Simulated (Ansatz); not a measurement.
Relaxation of a periodic cell of 15 atoms, TiAl6N8 (host AlN, host structure P6_3mc, dopant Ti, one Al atom removed), cell charge -1, to a largest force component of 0.03 eV/Å in at most 60 steps.

Level of theory: Ansatz, DFT PBE-D3(BJ), scalar-relativistic, plane waves, PAW. Settings: PAW set soft_1, cutoff 420 eV, k mesh 2x2x2, gaussian smearing 0.05 eV, spin collinear.

```xyz
15
Lattice="-3.0810 -5.3364 0.0000 4.6215 -2.6682 0.0000 0.0000 0.0000 5.0310" Properties=species:S:1:pos:R:3
Al -0.030 -3.485 0.003
Al 1.587 -4.430 2.547
N 0.060 -3.601 1.900
N 1.508 -4.438 4.398
Al 3.084 -3.555 0.010
Ti 0.015 -1.790 2.509
N 3.048 -3.541 1.898
N 0.000 -1.769 4.429
Al 3.089 -1.801 2.539
N 1.560 -0.896 1.962
N 3.124 -1.804 4.430
Al 1.535 -6.236 0.027
Al -1.494 -4.432 2.512
N 1.581 -6.201 1.940
N -1.582 -4.348 4.469
```

Task: Where does it end, and by what steps?

Result: The run converged. Limits of this set-up: coarse k mesh, charged cell in a uniform background, uncorrected. After 4 steps the energy has fallen by 0.793 eV; N8 moved furthest, 0.19 Å.

| step | energy less start (eV) | largest force component (eV/Å) | accepted |
| --- | --- | --- | --- |
| 0 | 0.0000 | 1.616 | yes |
| 1 | -0.5623 | 0.855 | yes |
| 2 | -0.7880 | 0.198 | yes |
| 3 | -0.7929 | 0.055 | yes |
| 4 | -0.7933 | 0.023 | yes |

```xyz
15
Lattice="-3.0810 -5.3364 0.0000 4.6215 -2.6682 0.0000 0.0000 0.0000 5.0310" Properties=species:S:1:pos:R:3
Al 0.035 -3.590 0.035
Al 1.554 -4.464 2.555
N 0.029 -3.602 1.906
N 1.534 -4.428 4.430
Al 3.075 -3.520 -0.013
Ti 0.016 -1.755 2.545
N 3.035 -3.524 1.884
N -0.144 -1.894 4.401
Al 3.096 -1.741 2.554
N 1.552 -0.864 2.093
N 3.270 -1.866 4.359
Al 1.535 -6.224 0.005
Al -1.550 -4.437 2.551
N 1.558 -6.203 1.891
N -1.510 -4.215 4.376
```

Run time: 46 s on 1 thread of Arm Neoverse V2, on a shared host, peak memory 0.48 GiB.
